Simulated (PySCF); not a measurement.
# How the numerical set-up moves the result for SnCl⁺

Aim: see how much the energy and properties of SnCl⁺ depend on the numerical set-up.

Method: method and basis as typed in the scripts; program: PySCF 2.14.0.

3 further runs of the same task are left out: 3 that didn't finish.

### Step 1. The system as given

SnCl⁺: 2 atoms, charge 1, spin multiplicity 1.

Bond lengths: Sn1–Cl2 2.178 Å.

### Step 2. The base run

The input, input.py:

```python
from pyscf import gto, scf
from pyscf.hessian import thermo

mol = gto.M(
    atom='Sn 0 0 0; Cl 0 0 2.178',
    basis='3-21g',
    charge=1,
    spin=0,
    verbose=4,
)
mf = scf.RHF(mol)
mf.kernel()
hess = mf.Hessian().kernel()
print('wavenumber (cm^-1) =', thermo.harmonic_analysis(mol, hess)['freq_wavenumber'].round(1))
mf.dip_moment()
print('orbital energies (hartree):', mf.mo_energy[..., max(0, mol.nelec[1]-3):mol.nelec[0]+3].round(4))
```

The run is started by

```
> python input.py
```

The log of this run is left out.

It gives: E(SCF) = -6453.358213 Eh, 8 cycles, wavenumbers 570 cm⁻¹.

No relativity is included for the heavy element. The bond length is a typed value, not an optimised one, so the wavenumber is not that of the minimum. The dipole of an ion depends on the origin.

### Step 3. Def2-svpd (core potential on)

Run 1 changes basis set: 3-21g → def2-svpd; core potential: off → on; step after the SCF: frequency → gradient. The core potential changes with it: totals don't compare.

The input, input.py:

```python
from pyscf import gto, scf

mol = gto.M(
    atom='Sn 0 0 0; Cl 0 0 2.178',
    basis='def2-svpd',
    ecp={'Sn': 'def2-svpd'},
    charge=1,
    spin=0,
    verbose=4,
)
mf = scf.RHF(mol)
mf.kernel()
mf.nuc_grad_method().kernel()
mf.dip_moment()
print('orbital energies (hartree):', mf.mo_energy[..., max(0, mol.nelec[1]-3):mol.nelec[0]+3].round(4))
```

The run is started by

```
> python input.py
```

### Step 4. Cartesian functions on

Run 2 changes Cartesian functions: off → on.

input.py: that of step 2 with these lines changed.

```diff
@@ -8,2 +8,3 @@
     spin=0,
+    cart=True,
     verbose=4,
```

Before running it: what results should come out? Wanted: for each run, E(SCF); from base; gap; after the SCF.

**Answer**, as computed:

| run | E(SCF) (hartree) | from base (eV) | cycles | gap (eV) | functions | after the SCF |
| --- | --- | --- | --- | --- | --- | --- |
| base | -6453.358213 | 0 | 8 | 10.74 | 44 | highest mode 570 cm⁻¹ |
| def2-svpd (core potential on) | -672.502369 | not comparable | 10 | 11.43 | 59 | n/a |
| Cartesian functions on | -6453.763540 | -11.0295 | 8 | 10.74 | 46 | highest mode 571 cm⁻¹ |

**Reading.** Total energies from different bases, Hamiltonians or methods carry different errors, so properties are taken as differences within one set-up.
